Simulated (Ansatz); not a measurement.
# InCl2F (SMILES [F][In]([Cl])[Cl]) at wB97X/def2-SVP (core potential)

Aim: the electronic atomisation energy of InCl2F at wB97X/def2-SVP (core potential), from 4 runs. 

The results are computed with Ansatz 0.2.0.

38 further runs of the same task are left out: 7 that didn't finish, 31 set aside as unsound or not needed. Runs told in other sessions of the task aren't counted.

## Step 1: The system as given

InCl2F has 4 atoms, charge 0, and is taken as a singlet. As SMILES, `[F][In]([Cl])[Cl]`. The shape is that of a PBE0-D4/def2-TZVP optimisation.

Bond lengths: F1–In2 1.926 Å, In2–Cl3 2.285 Å, In2–Cl4 2.285 Å. Angles: F1–In2–Cl3 117.6°, F1–In2–Cl4 117.6°, Cl3–In2–Cl4 124.8°.

## Step 2: The energy at wB97X/def2-SVP (core potential)

Contents of run.yaml:

```yaml
crystal:
  periodic: [false, false, false]
  atoms:
    - {symbol: F, position_ang: [0.230900, 0.992100, 1.678900]}
    - {symbol: In, position_ang: [0.019100, 0.009200, 0.035600]}
    - {symbol: Cl, position_ang: [1.200200, -1.933300, -0.195800]}
    - {symbol: Cl, position_ang: [-1.394700, 0.871700, -1.539000]}
basis:
  gaussian:
    orbitals: def2-SVP
hamiltonian:
  xc: {name: wB97X}
accuracy: high
output:
  orbitals: {seedname: orbitals}
```

Launch:

```bash
ansatz run run.yaml --threads 1 --pin off --max-ram 3480MiB --events-out events.jsonl --progress --plain --runs-dir runs
```

Output:

```text
Warning: RAYON_NUM_THREADS=1 ignored (pool sized by the plan → 1); use --threads N
Functional definition: wB97X
  name "wB97X"
  parameter omega = 0.3/bohr
  parameter cx = 0.157706
  parameter cx1 = 0.726479
  parameter cx2 = 1.04760
  parameter cx3 = -5.70635
  parameter cx4 = 13.2794
  parameter css1 = -4.33879
  parameter css2 = 18.2308
  parameter css3 = -31.7430
  parameter css4 = 17.2901
  parameter cos1 = 2.37031
  parameter cos2 = -11.3995
  parameter cos3 = 6.58405
  parameter cos4 = -3.78132
  exchange = spin_sum(e_x_unif_sr(omega)*poly(b97_u_x, 1 - cx, cx1, cx2, cx3, cx4)) + cx*exact_x_sr(omega)
      + exact_x_lr(omega)
  correlation = spin_sum(e_c_pw_same_spin*poly(b97_u_same, 1, css1, css2, css3, css4))
      + integral(e_c_pw_opposite_spin*poly(b97_u_opposite, 1, cos1, cos2, cos3, cos4))
1561 factors; integrals over basis functions are off by at most 3.4e-9 eV
337 factors; integrals over basis functions are off by at most 1.2e-9 eV
mean field evaluation 1: about -32926.1337 eV, gradient 4.1e1 eV
mean field evaluation 2: about -32924.7134 eV, gradient 5.6e1 eV
mean field evaluation 4: about -32929.5289 eV, gradient 1.2e0 eV
mean field evaluation 8: about -32929.5680 eV, gradient 3.0e-2 eV
mean field evaluation 16: about -32929.5680 eV, gradient 2.5e-5 eV
mean field -32929.56800868 eV, -1210.1393038561 hartree, gradient 3.1e-8 eV, S^2 0.000000; 0 other end points of the search recorded, 0 dependent functions left out
reference -32929.56800488 eV, -1210.1393037163 hartree; 32, 32 occupied and 44, 44 virtual orbitals, 1561 factors
Total energy: -32929.56800488 eV, -1210.1393037163 hartree
```

It took 23 s on 1 thread of Arm Neoverse V2, shared host; peak memory 0.46 GiB.

## Step 3: The Cl atom, same level

Contents of run.yaml:

```yaml
crystal:
  periodic: [false, false, false]
  atoms:
    - {symbol: Cl, position_ang: [0.000000, 0.000000, 0.000000]}
basis:
  gaussian: {orbitals: def2-SVP}
accuracy: high
hamiltonian: {xc: {name: wB97X}}
magnetization: {spin_polarized: true, initial_magnetization: 1}
```

Run the same way, it converges to -459.99022 Eh (log not shown).

## Step 4: The F atom at the same level

Contents of job.yaml:

```yaml
crystal:
  periodic: [false, false, false]
  atoms:
    - {symbol: F, position_ang: [0.000000, 0.000000, 0.000000]}
basis:
  gaussian:
    orbitals: def2-SVP
magnetization:
  spin_polarized: true
  initial_magnetization: 1
hamiltonian:
  xc: {name: wB97X}
accuracy: high
```

Run the same way, it converges to -99.61884 Eh (log not shown).

## Step 5: The In atom, same level

Contents of input.yaml:

```yaml
crystal:
  periodic: [false, false, false]
  atoms:
    - symbol: In
      position_ang: [0.000000, 0.000000, 0.000000]
basis:
  gaussian:
    orbitals: def2-SVP
magnetization:
  spin_polarized: true
  initial_magnetization: 1
hamiltonian:
  xc: {name: wB97X}
accuracy: high
```

Run the same way, it converges to -190.13946 Eh (log not shown).

## Step 6: What came out

At wB97X/def2-SVP (core potential):

```
                     quantity           value
       molecule: total energy  -1210.13930 Eh
        molecule: HOMO energy       -11.88 eV
        molecule: LUMO energy        -0.78 eV
      molecule: HOMO–LUMO gap        11.10 eV
        Cl atom: total energy   -459.99022 Eh
                Cl atom: ⟨S²⟩           0.752
         F atom: total energy    -99.61884 Eh
                 F atom: ⟨S²⟩           0.751
        In atom: total energy   -190.13946 Eh
                In atom: ⟨S²⟩           0.752
electronic atomisation energy       10.900 eV
```

Taking the molecule apart into free atoms costs 10.90 eV (251 kcal/mol), before zero-point energy and without spin-orbit coupling.
